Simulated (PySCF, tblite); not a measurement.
**C8H14Ge: geometry, infrared bands and NMR shifts**

What infrared bands and NMR shifts should C8H14Ge (`CC#C[C@H]1CC[CH2][GeH2][CH2]1`) show?

Computed with tblite 0.8.0 and PySCF 2.14.0, with density-fitted response routines of our own, on a single molecule in the gas phase. Atoms are numbered from 0 throughout.

## Step 1: Starting geometry

23 atoms, charge 0, multiplicity 1; geometry from: force field or distance geometry start.

Bonds of the start (Å): C0–C1 1.49, C1–C2 1.20, C2–C3 1.48, C3–C4 1.52, C4–C5 1.48, C5–C6 1.49, C6–Ge7 1.92, Ge7–C8 1.94, C8–C3 1.48, C0–H9 1.10, C0–H10 1.10, C0–H11 1.09, C3–H12 1.10, C4–H13 1.11, C4–H14 1.13, C5–H15 1.11, C5–H16 1.12, C6–H17 1.13, C6–H18 1.10, Ge7–H19 1.56, Ge7–H20 1.55, C8–H21 1.11, C8–H22 1.12.

## Step 2: Relaxing the molecule with GFN2-xTB

The job: settings as JSON, then the geometry in Å.

```
{"job": {"kind": "relax", "xc": "GFN2-xTB", "basis": "xTB"}, "charge": 0, "multiplicity": 1}
C      4.303900     0.392300     0.051600
C      2.844100     0.207900    -0.156900
C      1.671000     0.025600    -0.312400
C      0.226000    -0.199200    -0.523500
C     -0.279400    -0.776300     0.788900
C     -1.613700    -1.418200     0.754400
C     -2.737700    -0.575200     0.249500
Ge    -2.247300     1.172000    -0.372500
C     -0.381100     1.093800    -0.897000
H      4.456900     1.380200     0.500300
H      4.719200    -0.383000     0.719200
H      4.770600     0.253200    -0.927200
H      0.158400    -0.920600    -1.353800
H      0.465200    -1.545800     1.088800
H     -0.183200     0.037100     1.561200
H     -1.589600    -2.386900     0.205500
H     -1.860500    -1.692100     1.811300
H     -3.517600    -0.435200     1.051100
H     -3.258800    -1.144200    -0.538800
H     -3.138200     1.456900    -1.621300
H     -2.562700     2.271200     0.676200
H      0.116200     1.991100    -0.466200
H     -0.366600     1.222700    -2.005200
```

Launch:

```bash
$ OMP_NUM_THREADS=1 python probes_run.py task.json out
```

One launch serves the whole session: the jobs run in the order shown.

The log of the run:

```text
step      E/eV     max force
  0    -710.27382    2.342
  1    -710.53880    2.533
  2    -710.49421    5.670
  3    -710.63674    0.389
  4    -710.65782    0.376
  5    -710.68797    0.335
  6    -710.69842    0.261
  7    -710.71182    0.174
  8    -710.71775    0.192
  9    -710.72417    0.178
 10    -710.72986    0.135
 11    -710.73533    0.144
 12    -710.73960    0.161
 13    -710.74372    0.167
 14    -710.74821    0.143
 15    -710.75270    0.120
 16    -710.75658    0.119
 17    -710.76026    0.122
 18    -710.76441    0.139
 19    -710.76872    0.135
 20    -710.77212    0.125
 21    -710.77451    0.113
 22    -710.77644    0.094
 23    -710.77827    0.096
 24    -710.77988    0.085
 25    -710.78104    0.063
 26    -710.78195    0.071
 27    -710.78289    0.072
 28    -710.78388    0.072
 29    -710.78474    0.053
 30    -710.78542    0.065
 31    -710.78608    0.068
 32    -710.78685    0.081
 33    -710.78766    0.074
 34    -710.78833    0.051
 35    -710.78881    0.040
 36    -710.78924    0.045
 37    -710.78974    0.048
 38    -710.79032    0.055
 39    -710.79100    0.071
 40    -710.79176    0.066
 41    -710.79258    0.063
 42    -710.79338    0.055
 43    -710.79408    0.060
 44    -710.79471    0.067
 45    -710.79544    0.066
 46    -710.79640    0.083
 47    -710.79756    0.076
 48    -710.79865    0.060
 49    -710.79949    0.055
 50    -710.80016    0.052
 51    -710.80077    0.060
 52    -710.80134    0.056
 53    -710.80189    0.058
 54    -710.80247    0.053
 55    -710.80304    0.072
 56    -710.80354    0.064
 57    -710.80392    0.046
 58    -710.80426    0.040
 59    -710.80465    0.054
 60    -710.80510    0.074
 61    -710.80554    0.065
 62    -710.80599    0.048
 63    -710.80654    0.055
 64    -710.80742    0.092
 65    -710.80857    0.135
 66    -710.81029    0.155
 67    -710.81269    0.143
 68    -710.81633    0.166
 69    -710.82175    0.205
 70    -710.82962    0.322
 71    -710.83161    0.389
 72    -710.84498    0.448
 73    -710.85574    0.307
 74    -710.87341    0.300
 75    -710.88289    0.247
 76    -710.89580    0.301
 77    -710.91159    0.258
 78    -710.92446    0.323
 79    -710.94036    0.230
 80    -710.94769    0.373
 81    -710.95711    0.331
 82    -710.96552    0.168
 83    -710.97260    0.166
 84    -710.97886    0.157
 85    -710.98299    0.101
 86    -710.98504    0.089
 87    -710.98679    0.080
 88    -710.98810    0.071
 89    -710.98901    0.062
 90    -710.98968    0.048
 91    -710.99018    0.041
 92    -710.99056    0.048
 93    -710.99082    0.034
 94    -710.99100    0.027
 95    -710.99114    0.025
 96    -710.99128    0.022
 97    -710.99141    0.025
 98    -710.99152    0.020
 99    -710.99161    0.017
100    -710.99170    0.019
101    -710.99179    0.021
102    -710.99187    0.020
103    -710.99195    0.023
104    -710.99204    0.019
105    -710.99213    0.056
106    -710.99222    0.080
107    -710.99235    0.026
108    -710.99255    0.045
109    -710.99270    0.049
110    -710.99294    0.033
111    -710.99322    0.037
112    -710.99357    0.044
113    -710.99395    0.047
114    -710.99438    0.045
115    -710.99476    0.040
116    -710.99504    0.041
117    -710.99522    0.034
118    -710.99536    0.024
119    -710.99548    0.020
120    -710.99556    0.018
121    -710.99561    0.017
122    -710.99566    0.017
123    -710.99572    0.018
124    -710.99576    0.013
125    -710.99580    0.011
126    -710.99583    0.013
127    -710.99586    0.012
128    -710.99589    0.012
129    -710.99591    0.011
130    -710.99593    0.009
```

It took 1 s on 1 thread of Arm Neoverse V2, shared host.

The steps of the relaxation: (not every step is listed) (the energy doesn't fall at every step)

```
step  energy from step 0 (eV)  largest force (eV/Å)
   0                   0.0000                2.3421
   1                  -0.2650                2.5327
   2                  -0.2204                5.6700
   3                  -0.3629                0.3890
   4                  -0.3840                0.3760
   5                  -0.4141                0.3346
   6                  -0.4246                0.2607
   7                  -0.4380                0.1742
   8                  -0.4439                0.1920
  19                  -0.4949                0.1348
  30                  -0.5116                0.0653
  41                  -0.5188                0.0630
  52                  -0.5275                0.0557
  63                  -0.5327                0.0545
  74                  -0.5996                0.2999
  85                  -0.7092                0.1011
  96                  -0.7175                0.0217
 107                  -0.7185                0.0261
 118                  -0.7215                0.0236
 125                  -0.7220                0.0112
 126                  -0.7220                0.0127
 127                  -0.7220                0.0119
 128                  -0.7221                0.0124
 129                  -0.7221                0.0108
 130                  -0.7221                0.0087
```

Distances of close pairs at the start and the end, largest changes first:

```
   bond  before (Å)  after (Å)  change (Å)
  C3–C8       1.476      1.533      +0.057
 C6–Ge7       1.918      1.975      +0.057
Ge7–H19       1.560      1.508      -0.053
  C4–C5       1.481      1.528      +0.047
Ge7–H20       1.552      1.507      -0.044
  C0–C1       1.486      1.448      -0.038
 C6–H17       1.127      1.092      -0.035
  C5–C6       1.493      1.527      +0.034
```

The final coordinates are the input of the step that follows.

## Step 3: Harmonic vibrations with GFN2-xTB

The job: settings as JSON, then the geometry in Å.

```
{"job": {"kind": "ir", "xc": "GFN2-xTB", "basis": "xTB"}, "charge": 0, "multiplicity": 1}
C      4.317275     0.386222    -0.036858
C      2.888800     0.195651    -0.177318
C      1.709332     0.023308    -0.303278
C      0.269574    -0.143166    -0.429024
C     -0.269651    -0.918878     0.782838
C     -1.688312    -1.451808     0.585965
C     -2.748815    -0.354164     0.627896
Ge    -2.340313     0.999301    -0.751600
C     -0.388660     1.233276    -0.582152
H      4.523431     1.372325     0.379498
H      4.732099    -0.371211     0.628335
H      4.803064     0.305319    -1.009256
H      0.072111    -0.735532    -1.333822
H      0.399121    -1.763638     0.970244
H     -0.238542    -0.272707     1.664263
H     -1.742249    -1.973168    -0.374356
H     -1.898795    -2.188392     1.367443
H     -2.741156     0.119736     1.611651
H     -3.738935    -0.790945     0.492802
H     -2.694488     0.483277    -2.123261
H     -3.106774     2.283966    -0.565725
H     -0.165036     1.837759     0.299707
H      0.042165     1.750452    -1.440975
```

The log of the run:

```text
mode    cm-1     km/mol
  1      -6.5      0.00
  2      65.2      0.11
  3      75.9      0.36
  4     119.4      0.22
  5     167.8      1.39
  6     222.4      3.79
  7     253.9      2.65
  8     265.4      1.67
  9     298.1      1.40
 10     317.9      2.09
 11     399.1     29.12
 12     410.3      4.02
 13     461.1      7.31
 14     464.9     16.28
 15     552.5      8.72
 16     597.4     30.44
 17     617.3     89.39
 18     665.8     97.32
 19     763.3    130.83
 20     775.3     92.19
 21     832.0      8.66
 22     839.0    202.92
 23     866.0     10.05
 24     921.9      9.07
 25     968.2      5.46
 26     988.3     24.62
 27    1026.3      8.19
 28    1027.4      3.46
 29    1052.5      1.62
 30    1089.2      3.03
 31    1120.3      0.64
 32    1168.9      9.21
 33    1177.6     25.33
 34    1189.4     11.36
 35    1210.6      6.78
 36    1242.3      0.88
 37    1274.8      0.28
 38    1287.2      0.64
 39    1307.0      0.75
 40    1351.3      3.39
 41    1353.6      0.20
 42    1392.1      0.75
 43    1460.2      1.96
 44    1460.8      4.56
 45    1461.0      2.73
 46    1461.9      1.18
 47    1487.6      1.76
 48    1497.1      0.68
 49    1923.7    349.65
 50    1991.9    550.11
 51    2413.7      4.89
 52    2870.7     46.16
 53    2936.0     49.49
 54    2949.2      2.73
 55    2951.3     39.93
 56    2951.9     11.98
 57    2962.1    143.47
 58    2969.6     21.45
 59    2971.8     60.85
 60    2973.6     64.34
 61    2997.9     28.97
 62    2998.4     29.88
 63    3007.1     39.15
```

Run time: 0.97 s. Hardware: 1 thread of Arm Neoverse V2, shared host.

The strongest bands and the atoms that carry them (share of the mass-weighted mode):

```
cm⁻¹  km/mol                                   atoms
 617    89.4                       H20 47 %, C8 16 %
 666    97.3             C8 46 %, H20 19 %, Ge7 10 %
 763   130.8    H19 19 %, H18 13 %, C6 11 %, C8 10 %
 775    92.2   H22 16 %, C8 15 %, H21 14 %, H18 12 %
 839   202.9                      H19 47 %, H20 43 %
1924   349.6                      H20 53 %, H19 46 %
1992   550.1                      H19 53 %, H20 45 %
2962   143.5  H14 26 %, H13 24 %, H15 16 %, H17 14 %
```

## Step 4: NMR shieldings: PBE0/pcSseg-1

Same as in step 3 but for these lines:

```diff
@@ -1,2 +1,2 @@
-{"job": {"kind": "ir", "xc": "GFN2-xTB", "basis": "xTB"}, "charge": 0, "multiplicity": 1}
+{"job": {"kind": "nmr", "xc": "PBE0", "basis": "pcSseg-1"}, "charge": 0, "multiplicity": 1}
 C      4.317275     0.386222    -0.036858
```

Method: GIAO PBE0/pcSseg-1 NMR shielding, non-relativistic, gas phase.

The log of the run:

```text
coarse grid: 83464 points
cycle   1  E = -2389.2186485730  dE =  3.794e-01  |g| = 9.548e-01  |ddm| = 4.733e+00
cycle   2  E = -2389.1890484991  dE =  2.960e-02  |g| = 9.819e-01  |ddm| = 1.462e+00
cycle   3  E = -2389.3159786269  dE = -1.269e-01  |g| = 1.245e-01  |ddm| = 8.080e-01
cycle   4  E = -2389.3177568086  dE = -1.778e-03  |g| = 8.262e-02  |ddm| = 1.641e-01
cycle   5  E = -2389.3193383734  dE = -1.582e-03  |g| = 1.966e-02  |ddm| = 7.818e-02
cycle   6  E = -2389.3194291507  dE = -9.078e-05  |g| = 4.110e-03  |ddm| = 2.052e-02
cycle   7  E = -2389.3194330227  dE = -3.872e-06  |g| = 9.450e-04  |ddm| = 5.559e-03
final grid: 177912 points
cycle   8  E = -2389.3194485432  dE = -8.717e-08  |g| = 1.116e-03  |ddm| = 5.580e-03
cycle   9  E = -2389.3194483879  dE =  1.553e-07  |g| = 1.441e-03  |ddm| = 2.769e-03
cycle  10  E = -2389.3194487957  dE = -4.079e-07  |g| = 1.799e-04  |ddm| = 1.497e-03
cycle  11  E = -2389.3194488031  dE = -7.401e-09  |g| = 5.145e-05  |ddm| = 1.801e-04
cycle  12  E = -2389.3194488038  dE = -6.157e-10  |g| = 8.833e-06  |ddm| = 5.667e-05
converged SCF energy = -2389.3194488038

GIAO shielding tensors (ppm)
atom      isotropic    diamagn.    paramagn.     s11        s22        s33       span
  0 C      182.108     254.540     -72.432    174.711    175.062    196.552     21.841
  1 C      104.296     270.913    -166.617     24.522     33.264    255.100    230.578
  2 C       94.296     256.370    -162.074     -7.682      8.776    281.795    289.477
  3 C      154.548     252.782     -98.234    143.664    156.592    163.388     19.724
  4 C      145.716     247.933    -102.218    138.218    142.112    156.817     18.600
  5 C      156.555     247.322     -90.768    150.796    154.173    164.696     13.900
  6 C      173.775     249.196     -75.421    159.747    176.223    185.355     25.608
  7 Ge    1494.799    2753.286   -1258.487   1437.848   1481.433   1565.116    127.268
  8 C      165.978     248.806     -82.828    152.869    159.998    185.068     32.199
  9 H       29.745      29.668       0.077     24.300     28.342     36.593     12.293
 10 H       29.757      29.213       0.544     24.333     28.166     36.772     12.439
 11 H       29.762      27.920       1.842     24.362     27.973     36.953     12.591
 12 H       29.468      32.637      -3.169     24.672     30.498     33.234      8.562
 13 H       29.658      32.632      -2.974     23.735     30.030     35.207     11.472
 14 H       30.604      32.869      -2.265     27.462     30.059     34.290      6.828
 15 H       30.315      31.283      -0.968     26.982     28.560     35.401      8.419
 16 H       29.535      29.459       0.076     23.275     28.111     37.221     13.946
 17 H       30.881      29.935       0.946     26.748     28.333     37.562     10.814
 18 H       30.600      28.180       2.421     25.138     27.702     38.961     13.823
 19 H       27.926      28.924      -0.998     21.917     22.429     39.434     17.517
 20 H       27.807      28.298      -0.490     21.483     21.645     40.294     18.811
 21 H       30.691      31.603      -0.911     26.586     29.848     35.640      9.054
 22 H       30.283      30.951      -0.668     24.603     29.331     36.916     12.312
```

Wall time 77 s (1 thread of Arm Neoverse V2, shared host); peak memory 1.1 GiB.

Shifts follow as δ = σ(reference) − σ, with reference shieldings (ppm) from runs at the same level and on the same kind of geometry: 1H TMS 31.72, 13C TMS 186.9, 73Ge GeMe4 1331. The references are single molecules in the gas phase. Atoms listed in one row are averaged.

```
       atoms                                                  environment  σ (ppm)  δ (ppm)
          C2                                                alkyne carbon     94.3     92.6
          C1                                                alkyne carbon    104.3     82.6
          C4                                            sp3 CH2 in a ring    145.7     41.2
          C3                                           propargylic sp3 CH    154.5     32.4
          C5                                            sp3 CH2 in a ring    156.6     30.4
          C8                                         sp3 CH2 bonded to Ge    166.0     20.9
          C6                                         sp3 CH2 bonded to Ge    173.8     13.2
          C0                                    propargylic methyl carbon    182.1      4.8
         H20  hydrogen on a germanium bonded to 2 C, in a 6-membered ring    27.81     3.91
         H19  hydrogen on a germanium bonded to 2 C, in a 6-membered ring    27.93     3.79
         H12                             hydrogen on a propargylic sp3 CH    29.47     2.25
         H16                             hydrogen on an sp3 CH2 in a ring    29.54     2.18
         H13                             hydrogen on an sp3 CH2 in a ring    29.66     2.06
H9, H10, H11                      hydrogen on a propargylic methyl carbon    29.75     1.96
         H22                          hydrogen on an sp3 CH2 bonded to Ge    30.28     1.43
         H15                             hydrogen on an sp3 CH2 in a ring    30.31     1.40
         H18                          hydrogen on an sp3 CH2 bonded to Ge    30.60     1.12
         H14                             hydrogen on an sp3 CH2 in a ring    30.60     1.11
         H21                          hydrogen on an sp3 CH2 bonded to Ge    30.69     1.03
         H17                          hydrogen on an sp3 CH2 bonded to Ge    30.88     0.84
         Ge7           germanium bonded to 2 C, 2 H, in a 6-membered ring     1495     -164
```

The run also stored atomic charges by several schemes (e):

```
atoms  Mulliken    IAO  Hirshfeld  ESP fit
   C0     -0.19  -0.43      -0.10    -0.59
   C1     -0.40  -0.07      -0.06     0.35
   C2      0.18  -0.08      -0.06    -0.77
   C3     -0.36  -0.11      -0.01     0.76
   C4     -0.16  -0.25      -0.07    -0.42
   C5     -0.21  -0.25      -0.07     0.10
   C6     -0.46  -0.50      -0.15    -0.34
  Ge7      0.43   0.61       0.33     0.38
   C8     -0.40  -0.49      -0.15    -0.60
```

Mayer bond orders: C0–C1 1.25, C1–C2 2.52, C2–C3 1.11, C3–C4 1.00, C4–C5 1.04, C5–C6 1.02, C6–Ge7 0.95, Ge7–C8 0.93, C8–C3 0.99.

Ring of atoms C3, C4, C5, C6, Ge7, C8: NICS(0) -2.5, NICS(1) -2.2, NICS(1)zz 5.0 ppm (means of both faces).

Orbitals, density, ELF and potential are computed afterwards from the orbital file.

Frontier orbitals at PBE0/pcSseg-1, with the share of their density that lies nearest to each atom:

```
orbital  energy (eV)                                         lies on
   HOMO        -7.08                  C1, C2 about 36 % each; C8 7 %
   LUMO         1.20  C1 10 %; H12, H19, H20 about 9 % each; Ge7 8 %
```

ELF in a plane through or near 11 of the atoms.

Values, 10 rows by 14 columns:
```
0.00 0.00 0.00 0.00 0.00 0.00 0.00 0.00 0.00 0.00 0.00 0.00 0.00 0.00
0.00 0.00 0.00 0.00 0.00 0.00 0.00 0.00 0.00 0.04 0.02 0.00 0.00 0.00
0.00 0.00 0.00 0.00 0.00 0.00 0.94 0.83 0.10 0.63 0.61 0.01 0.00 0.00
0.00 0.00 0.02 0.01 0.14 0.06 0.85 0.79 0.42 0.39 0.33 0.01 0.00 0.00
0.00 0.02 0.46 0.37 0.66 0.75 0.35 0.77 0.44 0.24 0.28 0.01 0.00 0.00
0.00 0.02 0.45 0.28 0.24 0.50 0.74 0.89 0.12 0.55 0.96 0.92 0.00 0.00
0.00 0.02 0.97 0.85 0.39 0.48 0.28 0.21 0.58 0.69 0.70 0.75 0.00 0.00
0.00 0.00 0.03 0.02 0.00 0.00 0.99 0.94 0.72 0.99 0.02 0.00 0.00 0.00
0.00 0.00 0.00 0.00 0.00 0.00 0.05 0.02 0.19 0.76 0.00 0.00 0.00 0.00
0.00 0.00 0.00 0.00 0.00 0.00 0.00 0.00 0.00 0.00 0.00 0.00 0.00 0.00
```
The map spans 14.9 Å across and 10.2 Å up, centred on the molecule. Atoms in the plane (x, y in Å): C0 (-4.3, 0.0), C1 (-2.9, 0.0), C2 (-1.7, 0.0), C4 (0.4, -1.2), C5 (1.8, -1.4), Ge7 (2.2, 1.4), C8 (0.3, 1.4), H13 (-0.2, -2.0), H16 (2.1, -2.4), H18 (3.8, -0.6), H22 (-0.2, 2.2).

On the surface of density 0.002 e/bohr³ the electrostatic potential runs, from the 1st to the 99th percentile, from -0.91 V near C2 to 0.72 V near H10.

## Step 5: What came out

```
                                                              quantity                                                                       value
                             strongest single infrared mode (GFN2-xTB)                                                       1992 cm⁻¹, 550 km/mol
                                          zero-point energy (GFN2-xTB)                                                              118.5 kcal/mol
                                13C shifts against TMS (PBE0/pcSseg-1)                           92.6, 82.6, 41.2, 32.4, 30.4, 20.9, 13.2, 4.8 ppm
1H shifts against TMS (PBE0/pcSseg-1, means over atoms taken as alike)  3.91, 3.79, 2.25, 2.18, 2.06, 1.96, 1.43, 1.40, 1.12, 1.11, 1.03, 0.84 ppm
                             73Ge shifts against GeMe4 (PBE0/pcSseg-1)                                                                    -164 ppm
                                 surface potential, 1st and 99th percentile                                                          -0.91 V and 0.72 V
```

In words: The optimisation took 130 steps and gained 0.722 eV; among the close pairs (by a distance rule), C3–C8 changed most, from 1.476 to 1.533 Å. The lowest mode is slightly imaginary (6i cm⁻¹), a soft motion within the noise of the Hessian, so the minimum is not strictly shown. The strongest single mode, at 1992 cm⁻¹, moves mainly H19 and H20. GFN2-xTB is a fitted tight-binding method: band positions and strengths are rough. Its intensities can rank the bands wrongly. At PBE0/pcSseg-1: The widest tensor belongs to C2: span 289 ppm, with a paramagnetic part of -162 ppm. Spin-orbit coupling is left out, which matters for shieldings and couplings at and beside the heavy atoms.
